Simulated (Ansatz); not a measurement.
**HfN (Fm-3m): all-electron equation of state in Python**

Wanted for HfN (Fm-3m): an all-electron equation of state.

Computed with Ansatz 0.2.0, driven from Python. Level of theory: DFT PBE, all-electron LAPW.

### Step 1. Starting point

Symmetry: Fm-3m, No. 225, cubic system. The conventional cell has a = 4.512 Å, b = 4.512 Å, c = 4.512 Å, α = 90.00°, β = 90.00°, γ = 90.00°. Hf (site symmetry m-3m) is surrounded by 6 N at 2.26 Å. Around N (site symmetry m-3m) lie 6 Hf at 2.26 Å.

No structure file is read: the coordinates are typed or built in the script.

### Step 2. Script

The input, eos_lapw_hfn.py:

```python
"""All-electron equation of state of HfN."""

from dataclasses import dataclass

import ansatz as az
from ase.eos import EquationOfState
from ase.units import GPa
import numpy as np


@dataclass(frozen=True)
class RunConfig:
    filling: str = "gaussian"
    xc: str = "pbe"
    kgrid: tuple[int, ...] = (11, 11, 11)


settings = RunConfig()

VECTORS = np.array([
    [0.0, 2.256, 2.256],
    [2.256, 0.0, 2.256],
    [2.256, 2.256, 0.0],
])
SITES = [
    ("Hf", (0.0, 0.0, 0.0)),
    ("N", (0.5, 0.5, 0.5)),
]


def build(cell):
    crystal = az.Crystal(lattice=az.Lattice.of(cell))
    for symbol, position in SITES:
        crystal = crystal.atom(symbol, position)
    return crystal


def main() -> None:
    volumes, energies = [], []
    for scale in np.linspace(0.92, 1.08, 5):
        cell = VECTORS * scale ** (1 / 3)
        base = (
            build(cell).calculation()
            .occupations(settings.filling)
            .functional(settings.xc)
            .kpoints(*settings.kgrid)
            .pseudopotentials("all_electron", lapw=True, basis_error=0.002)
        )
        summary = base.run(threads=1, pin="off").report
        volumes.append(abs(np.linalg.det(cell)) / len(SITES))
        energies.append(summary["free_energy_ev"] / len(SITES))
        print(f"{scale:.3f} {volumes[-1]:9.4f} A^3/atom {energies[-1]:16.5f} eV/atom  (estimated basis error {1000 * summary['lapw_basis_errors']['total_ev_per_atom']:.2f} meV/atom)")
    v0, e0, bulk = EquationOfState(volumes, energies, eos="birchmurnaghan").fit()
    print(f"V0 = {v0:.4f} A^3/atom, B0 = {bulk / GPa:.1f} GPa")


if __name__ == "__main__":
    main()
```

### Step 3. What the engine is handed

The package turns the script's settings into the engine's input (first run):

```yaml
crystal:
  lattice:
    - [0.0, 2.194160391949739, 2.194160391949739]
    - [2.194160391949739, 0.0, 2.194160391949739]
    - [2.194160391949739, 2.194160391949739, 0.0]
  atoms:
    - { symbol: Hf, position: [0.0, 0.0, 0.0] }
    - { symbol: "N", position: [0.5, 0.5, 0.5] }
kpoints:
  mp_grid:
    grid: [11, 11, 11]
hamiltonian:
  xc: pbe
  pseudopotentials:
    kind: all_electron
    lapw:
      basis_error: 0.002
scf:
  occupations:
    method: gaussian
```

### Step 4. Running it

Run with:

```
$ python eos_lapw_hfn.py
```

Log:

```text
0.920   10.5634 A^3/atom    -205871.72675 eV/atom  (estimated basis error 0.67 meV/atom)
0.960   11.0227 A^3/atom    -205871.80515 eV/atom  (estimated basis error 0.68 meV/atom)
1.000   11.4820 A^3/atom    -205871.84225 eV/atom  (estimated basis error 0.68 meV/atom)
1.040   11.9413 A^3/atom    -205871.84583 eV/atom  (estimated basis error 0.68 meV/atom)
1.080   12.4006 A^3/atom    -205871.82214 eV/atom  (estimated basis error 0.67 meV/atom)
V0 = 11.7624 A^3/atom, B0 = 263.0 GPa
```

Run time: 64 s. Hardware: 1 thread of Arm Neoverse V2, shared host; peak memory 0.4 GiB.

### Step 5. Inputs of later runs

The engine's inputs for some of the other runs:

Run 3, against run 1:

```diff
@@ -3,3 +3,3 @@
-    - [0.0, 2.194160391949739, 2.194160391949739]
-    - [2.194160391949739, 0.0, 2.194160391949739]
-    - [2.194160391949739, 2.194160391949739, 0.0]
+    - [0.0, 2.256, 2.256]
+    - [2.256, 0.0, 2.256]
+    - [2.256, 2.256, 0.0]
```

Run 4, against run 1:

```diff
@@ -3,3 +3,3 @@
-    - [0.0, 2.194160391949739, 2.194160391949739]
-    - [2.194160391949739, 0.0, 2.194160391949739]
-    - [2.194160391949739, 2.194160391949739, 0.0]
+    - [0.0, 2.2856876150183196, 2.2856876150183196]
+    - [2.2856876150183196, 0.0, 2.2856876150183196]
+    - [2.2856876150183196, 2.2856876150183196, 0.0]
```

Run 5, against run 1:

```diff
@@ -3,3 +3,3 @@
-    - [0.0, 2.194160391949739, 2.194160391949739]
-    - [2.194160391949739, 0.0, 2.194160391949739]
-    - [2.194160391949739, 2.194160391949739, 0.0]
+    - [0.0, 2.3146234414215767, 2.3146234414215767]
+    - [2.3146234414215767, 0.0, 2.3146234414215767]
+    - [2.3146234414215767, 2.3146234414215767, 0.0]
```

### Step 6. The runs side by side

From the records of these 5 runs:

| run | volume (Å³/atom) | energy from run 4 (meV/atom) | SCF cycles | CPU time (s) |
| --- | --- | --- | --- | --- |
| 1 | 10.563 | 119.08 | 10 | 13 |
| 2 | 11.023 | 40.68 | 10 | 12 |
| 3 | 11.482 | 3.58 | 10 | 12 |
| 4 | 11.941 | 0.00 | 10 | 12 |
| 5 | 12.401 | 23.69 | 10 | 12 |

Energies are free energies F = E - TS of the smeared occupations. 

### Step 7. Results

| quantity | value |
| --- | --- |
| runs compared | 5 |
| range of energy | 119.08 meV/atom |
| lowest point, volume (Å³/atom) | 11.941 |
| equilibrium volume (fit) | 11.76 Å³/atom |
| bulk modulus (fit) | 263 GPa |

In words: A third-order Birch-Murnaghan fit through the 5 points has its minimum at 11.76 Å³ an atom, 2.4 % above the typed cell, with a bulk modulus of 263 GPa and dB/dP = 4.3. From that minimum the energy rises by 121.2 meV an atom on the compressed side and 25.9 meV on the expanded side. Reading the output:
- All-electron totals depend on functional, relativistic treatment and basis; only differences at equal settings carry meaning.
- The run is spin-unpolarised.
- For a metal this k-point mesh is coarse: on a finer one energies can move by several to tens of meV an atom and pressures by half a GPa or more, differences at one mesh by less.
- Spin-orbit coupling, which matters for elements this heavy, is left out.
